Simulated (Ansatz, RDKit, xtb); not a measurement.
**Isomers of C3H5FGe, a sample narrowed down**

A sample of isomers of C3H5FGe is drawn. Aim: find which of them has the lowest free energy at 298.15 K, then its properties. The sample is small against all isomers, and the most stable one of this formula need not be in it.

Plan: many cheap relaxations first (GFN2-xTB), then density-functional screening, relaxation at r2SCAN-D4/def2-SVP, vibrations (at GFN2-xTB) and a final energy. The numbers are computed, not measured.

### 1 Possible bonding patterns

Isomers were taken from a list of plausible structures; this is a sample, not all of them. That gives 3 candidates.

| label | SMILES | spin |
| --- | --- | --- |
| c168 | C#C[C@@H](F)[GeH3] | singlet |
| c573 | FC#C[CH2][GeH3] | singlet |
| c824 | FCC#[C][GeH3] | singlet |

Candidates are built by distance geometry, with a force field where one applies, in up to four conformers (letters a to d).

**Question.** With final energies at CCSD(T)/def2-SVP + MP2/def2-TZVPP - MP2/def2-SVP, which structure will this search put lowest in free energy, and by what margin?

| quantity | value |
| --- | --- |
| lowest structure found | FCC#[C][GeH3], singlet |
| next finalist | C#C[C@@H](F)[GeH3], singlet, 10.8 kcal/mol higher in G |
| share at equilibrium, among the finalists | 100.0 % |

The search ends on `FCC#[C][GeH3]`. The margin of 10.8 kcal/mol over the next finalist is beyond the usual error of the last level; it says nothing of structures that weren't ranked. GFN2-xTB, HF/STO-3G, r2SCAN-D4/def2-SVP, r2SCAN-D4/def2-SVP, relaxed, HF/def2-SVP and MP2/def2-SVP already put its bonding pattern lowest among the structures in one piece. Lowest found is not proven lowest: the search is finite, and each finalist counts with one conformer. Only 3 drawn patterns were tried, so whole families of isomers are missing, and the result ranks this sample alone. The lowest isomer need not be the one that is made and kept in a bottle, which depends on barriers.
